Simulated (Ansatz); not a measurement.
# AlIn3Sb2: the cost of one run

Method: DFT PBE, scalar-relativistic, plane waves, PAW, in Ansatz 0.2.0.

**1. The system as given**

The structure is trigonal, space group R-3m (No. 166). Conventional cell: a = 8.371 Å, b = 8.371 Å, c = 8.916 Å, α = 90.00°, β = 90.00°, γ = 120.00°. Around Al (site symmetry -3m) lie 2 Sb at 2.41 Å. In (site symmetry 2/m) has 2 Sb at 2.48 Å as nearest neighbours. Sb (site symmetry 3m) is surrounded by 1 Al at 2.41 Å and 3 In at 2.48 Å.

As a file:

```cif
data_structure
_symmetry_space_group_name_H-M 'P 1'
_symmetry_Int_Tables_number 1
_cell_length_a 5.6738
_cell_length_b 5.6738
_cell_length_c 5.6738
_cell_angle_alpha 95.074
_cell_angle_beta 95.074
_cell_angle_gamma 95.074
_cell_volume 180.37
loop_
_atom_site_label
_atom_site_type_symbol
_atom_site_fract_x
_atom_site_fract_y
_atom_site_fract_z
_atom_site_occupancy
Al1 Al 0.50000 0.50000 0.50000 1
In1 In 0.00000 0.50000 0.00000 1
In2 In 0.00000 0.00000 0.50000 1
In3 In 0.50000 0.00000 0.00000 1
Sb1 Sb 0.77080 0.77080 0.77080 1
Sb2 Sb 0.22920 0.22920 0.22920 1
```

Recipe of the guess: species swapped into a database cell of Ag3AuS2 (R-3m, No. 166), with In on the Ag sites, Sb on the S sites and Al on the Au sites. Lengths come from tabulated atomic sizes and are only a guess.

**2. The guess as it stands, on a coarse mesh**

Contents of input.yaml:

```yaml
crystal:
  lattice:
    - [4.18566286, 2.41659358, 2.97196269]
    - [-4.18566286, 2.41659358, 2.97196269]
    - [0.0, -4.83318716, 2.97196269]
  atoms:
    - { symbol: Al, position: [0.5, 0.5, 0.5] }
    - { symbol: In, position: [0.0, 0.5, 0.0] }
    - { symbol: In, position: [0.0, 0.0, 0.5] }
    - { symbol: In, position: [0.5, 0.0, 0.0] }
    - { symbol: Sb, position: [0.77080214, 0.77080214, 0.77080214] }
    - { symbol: Sb, position: [0.22919786, 0.22919786, 0.22919786] }
basis:
  ecutwfc: 420
kpoints:
  mp_grid: { grid: [3, 3, 3] }
hamiltonian:
  xc: pbe
scf:
  occupations: { method: gaussian, width: 0.1 }
  lower_state_search: "off"
output:
  forces: true
  stress: true
  eigenvalues: true
```

Run with:

```bash
> ansatz run input.yaml --threads 1 --pin off --max-ram 2560MiB --backend cpu --events-out ev --progress --plain --runs-dir out
```

What time and memory should one allow on 1 thread of AMD EPYC 7R43 (Zen 3), shared host?

About 4 s, with a peak of 0.48 GiB.
